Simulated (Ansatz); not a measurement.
# BaSc2: the cost of one run

Method: DFT PBE, scalar-relativistic, plane waves, PAW, in Ansatz 0.2.0.

## (1) The structure to begin with

It takes space group Fd-3m (No. 227, cubic). Conventional cell: a = 8.506 Å, b = 8.506 Å, c = 8.506 Å, α = 90.00°, β = 90.00°, γ = 90.00°. Around Ba (site symmetry -43m) lie 12 Sc at 3.53 Å and 4 Ba at 3.68 Å. Around Sc (site symmetry -3m) lie 6 Sc at 3.01 Å.

Coordinates:

```xyz
6
Lattice="0.0000 4.2532 4.2532 4.2532 0.0000 4.2532 4.2532 4.2532 0.0000" Properties=species:S:1:pos:R:3 pbc="T T T"
Ba    0.0000    0.0000    0.0000
Ba    2.1266    2.1266    2.1266
Sc    5.3165    5.3165    5.3165
Sc    5.3165    3.1899    3.1899
Sc    3.1899    3.1899    5.3165
Sc    3.1899    5.3165    3.1899
```

This is candidate A: cubic Laves (C15) type (Fd-3m, No. 227).

(A quick probe on a coarse mesh, which set the mesh and smearing, is not shown.)

## (3) A loose first relaxation (candidate A)

Input file input.yaml:

```yaml
crystal:
  lattice:
    - [0.0, 4.2532325259, 4.2532325259]
    - [4.2532325259, 0.0, 4.2532325259]
    - [4.2532325259, 4.2532325259, 0.0]
  atoms:
    - { symbol: Ba, position: [0.0, 0.0, 0.0] }
    - { symbol: Ba, position: [0.25, 0.25, 0.25] }
    - { symbol: Sc, position: [0.625, 0.625, 0.625] }
    - { symbol: Sc, position: [0.125, 0.625, 0.625] }
    - { symbol: Sc, position: [0.625, 0.625, 0.125] }
    - { symbol: Sc, position: [0.625, 0.125, 0.625] }
basis:
  ecutwfc: 420
kpoints:
  mp_grid: { grid: [4, 4, 4] }
hamiltonian:
  xc: pbe
scf:
  occupations: { method: gaussian, width: 0.1 }
  lower_state_search: "off"
output:
  forces: true
  stress: true
  eigenvalues: true
relax:
  adjacent_minimum: "off"
  f_tol: 0.04
  max_steps: 70
  cell: { stress_tol: 0.4 }
```

Launch:

```sh
$ ansatz run input.yaml --threads 1 --pin off --max-ram 2560MiB --backend cpu --events-out ev --progress --plain --runs-dir out
```

What time and memory should one allow on 1 thread of AMD EPYC 7R43 (Zen 3), shared host?

About 31 s, with a peak of 0.53 GiB.
